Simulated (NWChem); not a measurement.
# C2H3Br (vinyl bromide) at 3 levels

We compute a comparison of 3 runs (PBE/aug-cc-pVDZ, SVWN5/aug-cc-pVDZ, CCSD(T)/aug-cc-pVDZ) of C2H3Br (vinyl bromide). 

Program for the calculation: NWChem 7.3.0.

### 1 The structure to begin with

C2H3Br: 6 atoms, total charge 0, spin state singlet. SMILES: `C=CBr`. The shape is that of a PBE0-D4/def2-TZVP optimisation.

Bond lengths: C1–C2 1.319 Å, C2–Br3 1.881 Å, C1–H4 1.083 Å, C1–H5 1.084 Å, C2–H6 1.082 Å. Angles: C1–C2–Br3 123.4°, C1–C2–H6 124.1°, Br3–C2–H6 112.6°, C2–C1–H4 122.5°, C2–C1–H5 119.4°, H4–C1–H5 118.1°.

### 2 Energy and gradient at PBE/aug-cc-pVDZ (run 1)

struct.xyz reads:

```xyz
6

C     -0.550460     0.207600    -0.473000
C      0.418150     0.025740     0.403150
Br     1.201850    -1.649360     0.746820
H     -0.963860    -0.603240    -1.059290
H     -0.955390     1.202650    -0.619610
H      0.849720     0.816610     1.001930
```

run.py reads:

```python
from ase.io import read
from ase.calculators.nwchem import NWChem

atoms = read('struct.xyz')

calc = NWChem(
    label='struct',
    theory='dft',
    memory='2200 mb',
    basis='aug-cc-pVDZ',
    basispar='spherical bse',
    dft={'xc': 'xpbe96 cpbe96', 'mult': '1', 'grid': 'fine', 'convergence': 'energy 1e-08', 'iterations': '100', 'mulliken': None},
)
atoms.calc = calc

forces = atoms.get_forces()
print(f"energy = {atoms.get_potential_energy():.6f} eV")
print("forces (eV/A):")
for s, f in zip(atoms.symbols, forces):
    print(f"{s:2s} {f[0]:10.5f} {f[1]:10.5f} {f[2]:10.5f}")
print("dipole (e A):", atoms.get_dipole_moment().round(4))
```

The run is started by

```
$ export ASE_NWCHEM_COMMAND="nwchem PREFIX.nwi > PREFIX.nwo"
$ python run.py
```

The program printed:

```text
energy = -72154.570849 eV
forces (eV/A):
C    -0.55634    0.08500   -0.50790
C     0.48157   -0.11735    0.42917
Br    0.24096   -0.45154    0.12084
H    -0.21201   -0.35764   -0.28678
H    -0.19582    0.46090   -0.07574
H     0.24168    0.38063    0.32041
dipole (e A): [-0.131   0.2438 -0.0661]
```

The calculator wrote struct.nwi:

```
title "struct"

permanent_dir struct

scratch_dir struct

start struct

geometry units angstrom nocenter noautosym noautoz
  C  -5.5045999999999995e-01 2.0760000000000001e-01 -4.7299999999999998e-01
  C  4.1815000000000002e-01 2.5739999999999999e-02 4.0315000000000001e-01
  Br 1.2018500000000001e+00 -1.6493599999999999e+00 7.4682000000000004e-01
  H  -9.6386000000000005e-01 -6.0324000000000000e-01 -1.0592900000000001e+00
  H  -9.5538999999999996e-01 1.2026500000000000e+00 -6.1960999999999999e-01
  H  8.4972000000000003e-01 8.1660999999999995e-01 1.0019300000000000e+00
end

memory 2200 mb

basis spherical bse noprint
   * library aug-cc-pVDZ
end

dft
  xc xpbe96 cpbe96
  mult 1
  grid fine
  convergence energy 1e-08
  iterations 100
  mulliken
end

task dft gradient
```

struct.nwo (excerpt; [...] marks lines left out):

```text
[...]
         Total DFT energy =    -2651.631592176287
[...]
  wavefunction    = closed shell
                         DFT ENERGY GRADIENTS
    atom               coordinates                        gradient
                 x          y          z           x          y          z
   1 C      -1.040219   0.392307  -0.893840    0.010819  -0.001653   0.009877
   2 C       0.790189   0.048642   0.761843   -0.009365   0.002282  -0.008346
   3 Br      2.271167  -3.116838   1.411285   -0.004686   0.008781  -0.002350
   4 H      -1.821431  -1.139958  -2.001768    0.004123   0.006955   0.005577
   5 H      -1.805425   2.272679  -1.170893    0.003808  -0.008963   0.001473
   6 H       1.605738   1.543169   1.893373   -0.004700  -0.007402  -0.006231
[...]
```

Wall time 1.9 min (1 thread of Intel Xeon Platinum 8488C (Sapphire Rapids), shared host); peak memory 0.12 GiB.

### 3 Energy and forces at SVWN5/aug-cc-pVDZ (run 2)

work.xyz reads:

```xyz
6

C     -0.550460     0.207600    -0.473000
C      0.418150     0.025740     0.403150
Br     1.201850    -1.649360     0.746820
H     -0.963860    -0.603240    -1.059290
H     -0.955390     1.202650    -0.619610
H      0.849720     0.816610     1.001930
```

run.py reads:

```python
from ase.io import read
from ase.calculators.nwchem import NWChem

atoms = read('work.xyz')

calc = NWChem(
    label='work',
    theory='dft',
    memory='2200 mb',
    basis='aug-cc-pVDZ',
    basispar='spherical bse',
    dft={'xc': 'slater vwn_5', 'mult': '1', 'grid': 'fine', 'convergence': 'energy 1e-08', 'iterations': '100', 'mulliken': None},
)
atoms.calc = calc

forces = atoms.get_forces()
e = atoms.get_potential_energy()
print(f"E = {e:.6f} eV")
print("forces (eV/A):")
for s, f in zip(atoms.symbols, forces):
    print(f"{s:2s} {f[0]:10.5f} {f[1]:10.5f} {f[2]:10.5f}")
print("dipole (e A):", atoms.get_dipole_moment().round(4))
```

The run is started by

```
$ export ASE_NWCHEM_COMMAND="nwchem PREFIX.nwi > PREFIX.nwo"
$ python run.py
```

The program printed:

```text
E = -72051.313895 eV
forces (eV/A):
C    -0.11087   -0.02967   -0.11231
C     0.25418   -0.50368    0.12089
Br    0.00519   -0.00525    0.00370
H    -0.23484   -0.47679   -0.33692
H    -0.21623    0.56400   -0.07050
H     0.30257    0.45138    0.39513
dipole (e A): [-0.1335  0.2488 -0.0673]
```

The calculator wrote work.nwi:

```
title "work"

permanent_dir work

scratch_dir work

start work

geometry units angstrom nocenter noautosym noautoz
  C  -5.5045999999999995e-01 2.0760000000000001e-01 -4.7299999999999998e-01
  C  4.1815000000000002e-01 2.5739999999999999e-02 4.0315000000000001e-01
  Br 1.2018500000000001e+00 -1.6493599999999999e+00 7.4682000000000004e-01
  H  -9.6386000000000005e-01 -6.0324000000000000e-01 -1.0592900000000001e+00
  H  -9.5538999999999996e-01 1.2026500000000000e+00 -6.1960999999999999e-01
  H  8.4972000000000003e-01 8.1660999999999995e-01 1.0019300000000000e+00
end

memory 2200 mb

basis spherical bse noprint
   * library aug-cc-pVDZ
end

dft
  xc slater vwn_5
  mult 1
  grid fine
  convergence energy 1e-08
  iterations 100
  mulliken
end

task dft gradient
```

work.nwo (excerpt; [...] marks lines left out):

```text
[...]
         Total DFT energy =    -2647.836969085794
[...]
  wavefunction    = closed shell
                         DFT ENERGY GRADIENTS
    atom               coordinates                        gradient
                 x          y          z           x          y          z
   1 C      -1.040219   0.392307  -0.893840    0.002156   0.000577   0.002184
   2 C       0.790189   0.048642   0.761843   -0.004943   0.009795  -0.002351
   3 Br      2.271167  -3.116838   1.411285   -0.000101   0.000102  -0.000072
   4 H      -1.821431  -1.139958  -2.001768    0.004567   0.009272   0.006552
   5 H      -1.805425   2.272679  -1.170893    0.004205  -0.010968   0.001371
   6 H       1.605738   1.543169   1.893373   -0.005884  -0.008778  -0.007684
[...]
```

Run time: 1.8 min. Hardware: 1 thread of Intel Xeon Platinum 8488C (Sapphire Rapids), shared host; peak memory 0.12 GiB.

### 4 A single-point energy at CCSD(T)/aug-cc-pVDZ (run 3)

c2h3br.xyz reads:

```xyz
6
C2H3Br
C     -0.550460     0.207600    -0.473000
C      0.418150     0.025740     0.403150
Br     1.201850    -1.649360     0.746820
H     -0.963860    -0.603240    -1.059290
H     -0.955390     1.202650    -0.619610
H      0.849720     0.816610     1.001930
```

c2h3br.nw reads:

```
start c2h3br
title "C2H3Br"
memory 2200 mb

geometry units angstroms noautosym nocenter noautoz
load format xyz c2h3br.xyz
end

basis spherical bse
* library aug-cc-pVDZ
end

scf
thresh 1e-08
maxiter 80
end

ccsd
freeze core 11
maxiter 60
end

task ccsd(t)
```

The run is started by

```
$ nwchem c2h3br.nw > c2h3br.out
```

The program printed:

```text
[...]
  functions       =   109
[...]
  wavefunction    = RHF
[...]
         Total SCF energy =  -2649.849245115276
      One-electron energy =  -3974.624758834736
      Two-electron energy =   1179.588732255831
 Nuclear repulsion energy =    145.186781463629
        Time for solution =    128.8s
[...]
 Total MP2 energy:          -2650.269272743585134
[...]
             energy      energy      error      ampl     ampl      Block
                                                time     time      time
[...]
 Total CCSD energy:          -2650.299707862128344
[...]
 Total CCSD+T(CCSD) energy:          -2650.317079378399285
[...]
 Total CCSD(T) energy:               -2650.316570660308116
[...]
```

Wall time 9.1 min (1 thread of Intel Xeon Platinum 8488C (Sapphire Rapids), shared host); peak memory 0.44 GiB.

### 5 The series

```tsv
run	level	task	integration grid	energy (Eh)	dipole moment (D)	HOMO energy (eV)	LUMO energy (eV)	wall time
1	PBE/aug-cc-pVDZ	gradient	fine	-2651.631592	1.37	-6.33	-1.42	1.9 min
2	SVWN5/aug-cc-pVDZ	gradient	fine	-2647.836969	1.39	-6.48	-1.63	1.8 min
3	CCSD(T)/aug-cc-pVDZ	energy	–	-2650.316571	–	-9.95	0.98	9.1 min
```

### 6 What came out

```
                                           quantity           value
                                run 3: total energy  -2650.31657 Eh
         run 3: HOMO energy (Hartree–Fock orbitals)        -9.95 eV
         run 3: LUMO energy (Hartree–Fock orbitals)         0.98 eV
       run 3: HOMO–LUMO gap (Hartree–Fock orbitals)        10.93 eV
run 3: correlation energy (11 core orbitals frozen)      -467.3 mEh
                              run 3: (T) correction      -16.86 mEh
```

Totals of different functionals can't be ranked against each other. All runs together took 13 min, the longest 9.1 min.
